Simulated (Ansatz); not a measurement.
I need a rigid scan of one bond angle of CH5SbSe, SMILES [CH3][SbH][SeH]. Use Ansatz's Python interface. Settings (for the species named): r2SCAN, def2-SVP basis, multiplicity 1, D3BJ dispersion.

```yaml
atoms:
  - { symbol: C, position_ang: [-0.3434, 1.1788, -0.3715] }
  - { symbol: Sb, position_ang: [0.9238, -0.4741, -0.6392] }
  - { symbol: Se, position_ang: [0.4895, -1.2461, 1.7799] }
  - { symbol: H, position_ang: [0.1729, 1.9902, 0.2602] }
  - { symbol: H, position_ang: [-1.3365, 0.8832, 0.0718] }
  - { symbol: H, position_ang: [-0.6123, 1.6876, -1.3752] }
  - { symbol: H, position_ang: [-0.3602, -1.4688, -1.2438] }
  - { symbol: H, position_ang: [1.1585, -2.6080, 1.4620] }
```

`bend_ch5sbse.py`:
```python
# -*- coding: utf-8 -*-
"""Energy of CH5SbSe against one bond angle."""

import ansatz
from ase import Atoms

atoms = Atoms(["C", "Sb", "Se", "H", "H", "H", "H", "H"], positions=[
    (-0.3434, 1.1788, -0.3715),
    (0.9238, -0.4741, -0.6392),
    (0.4895, -1.2461, 1.7799),
    (0.1729, 1.9902, 0.2602),
    (-1.3365, 0.8832, 0.0718),
    (-0.6123, 1.6876, -1.3752),
    (-0.3602, -1.4688, -1.2438),
    (1.1585, -2.608, 1.462),
])

# relax first, so that the scan starts from a minimum
first = (
    ansatz.Crystal.molecule_from_ase(atoms).calculation()
    .basis(gaussian="def2-SVP")
    .functional("r2scan", dispersion="d3bj")
    .relax(force_tolerance=0.02, max_steps=80)
)
atoms.positions = first.run().report["positions_ang"]

rows = []
for angle in [85, 95, 105, 115, 125, 140, 160]:
    bent = atoms.copy()
    bent.set_angle(1, 2, 7, angle, indices=[7])
    base = (
        ansatz.Crystal.molecule_from_ase(bent).calculation()
        .basis(gaussian="def2-SVP")
        .functional("r2scan", dispersion="d3bj")
    )
    rows.append((angle, base.run().report["free_energy_ev"]))
floor = min(e for _, e in rows)
for angle, e in rows:
    print(f"angle Sb1-Se2-H7 = {angle:3d} deg   {1000 * (e - floor):9.1f} meV")
```

```console
$ python bend_ch5sbse.py
DeckWarning: the engine holds no damping parameters fitted to this dispersion correction and functional, so the run takes those fitted to r2scan beside the three-body term, which d3bj leaves out (hamiltonian.dispersion, under Limitations)
angle Sb1-Se2-H7 =  85 deg        25.3 meV
angle Sb1-Se2-H7 =  95 deg         0.0 meV
angle Sb1-Se2-H7 = 105 deg        78.3 meV
angle Sb1-Se2-H7 = 115 deg       249.2 meV
angle Sb1-Se2-H7 = 125 deg       500.4 meV
angle Sb1-Se2-H7 = 140 deg       994.3 meV
angle Sb1-Se2-H7 = 160 deg      1742.9 meV
```
(Warnings from the package without file and line.)

Notes:
- The scan is rigid, and the energies are electronic, in a modest basis. The zero is the lowest point of the grid, which needn't be the minimum.
- def2 sets replace the cores of elements past krypton by effective core potentials.
- A dispersion term here runs with damping parameters fitted for another variant or functional.
- Finished in 2.3 min on 1 thread of Arm Neoverse V2, with other jobs on the host, peak memory 0.23 GiB.
